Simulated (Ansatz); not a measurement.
# AlIn2As3: the cost of one run

Program: Ansatz 0.2.0. Level of theory: DFT PBE, scalar-relativistic, plane waves, PAW. These are calculated values, not measurements.

## (1) Starting point

Symmetry: P6_3mc, No. 186, hexagonal system. The conventional cell has a = 4.252 Å, b = 4.252 Å, c = 21.025 Å, α = 90.00°, β = 90.00°, γ = 120.00°. Al (site symmetry 3m) is surrounded by 4 As at 2.49 to 2.56 Å. In (site symmetry 3m) is surrounded by 4 As at 2.64 to 2.69 Å. In (site symmetry 3m) is surrounded by 4 As at 2.64 to 2.67 Å. As (site symmetry 3m) is surrounded by 3 Al at 2.56 Å and 1 In at 2.69 Å. Around As (site symmetry 3m) lie 4 In at 2.64 to 2.67 Å. As (site symmetry 3m) has 1 Al at 2.49 Å and 3 In at 2.64 Å as nearest neighbours.

Structure file:

```
Al In As
1.0
     4.25223    0.00000    0.00000
    -2.12612    3.68254    0.00000
     0.00000    0.00000   21.02466
Al In As
2 4 6
Direct
  0.33333 0.66667 0.66670
  0.66667 0.33333 0.16670
  0.33333 0.66667 0.00385
  0.33333 0.66667 0.33095
  0.66667 0.33333 0.50385
  0.66667 0.33333 0.83095
  0.33333 0.66667 0.13163
  0.33333 0.66667 0.45792
  0.33333 0.66667 0.78495
  0.66667 0.33333 0.28495
  0.66667 0.33333 0.63163
  0.66667 0.33333 0.95792
```

It is the end of an earlier relaxation with the same method, from a generated guess; it is a trial structure. At a tolerance of 0.05 Å it has space group P6_3mc (No. 186); it has 27.44 Å³/atom, an uncorrected energy of -0.29 eV/atom over the elements.

## (2) Static run: bands, density of states and charges

Input file input.yaml:

```yaml
crystal:
  lattice:
    - [4.2522331073, -2.89e-08, 0.0]
    - [-2.1261165286, 3.6825419081, 0.0]
    - [0.0, 0.0, 21.0246643]
  atoms:
    - { symbol: Al, position: [0.3333333333, 0.6666666667, 0.666702] }
    - { symbol: Al, position: [0.6666666667, 0.3333333333, 0.166702] }
    - { symbol: In, position: [0.3333333333, 0.6666666667, 0.003848] }
    - { symbol: In, position: [0.3333333333, 0.6666666667, 0.330953] }
    - { symbol: In, position: [0.6666666667, 0.3333333333, 0.503848] }
    - { symbol: In, position: [0.6666666667, 0.3333333333, 0.830953] }
    - { symbol: As, position: [0.3333333333, 0.6666666667, 0.131628] }
    - { symbol: As, position: [0.3333333333, 0.6666666667, 0.457919] }
    - { symbol: As, position: [0.3333333333, 0.6666666667, 0.78495] }
    - { symbol: As, position: [0.6666666667, 0.3333333333, 0.28495] }
    - { symbol: As, position: [0.6666666667, 0.3333333333, 0.631628] }
    - { symbol: As, position: [0.6666666667, 0.3333333333, 0.957919] }
basis:
  ecutwfc: 420
kpoints:
  mp_grid: { grid: [12, 12, 2] }
  band_path:
    path:
      - [[0.0, 0.0, 0.0], [0.5, 0.0, 0.0], [0.33333333, 0.33333333, 0.0], [0.0, 0.0, 0.0], [0.0, 0.0, 0.5], [0.5, 0.0, 0.5], [0.33333333, 0.33333333, 0.5], [0.0, 0.0, 0.5]]
      - [[0.5, 0.0, 0.5], [0.5, 0.0, 0.0]]
      - [[0.33333333, 0.33333333, 0.5], [0.33333333, 0.33333333, 0.0]]
    npoints: 10
hamiltonian:
  xc: pbe
scf:
  occupations: { method: gaussian, width: 0.1 }
  n_extra_bands: 30
output:
  forces: true
  stress: true
  eigenvalues: true
  populations: true
  dos: { projected: true, de: 0.02, nscf_kmesh: { grid: [15, 15, 3] } }
  bader: false
  write_density: true
  write_potential: true
  elf: true
  volumetric_format: npy
```

Command:

```bash
$ ansatz run input.yaml --threads 4 --pin off --max-ram 8192MiB --backend cpu --events-out ev --progress --plain --runs-dir out
```

Q: Estimate wall time and peak memory on 4 threads of Arm Neoverse V2, shared host.

About 3.2 min, with a peak of 2.5 GiB.
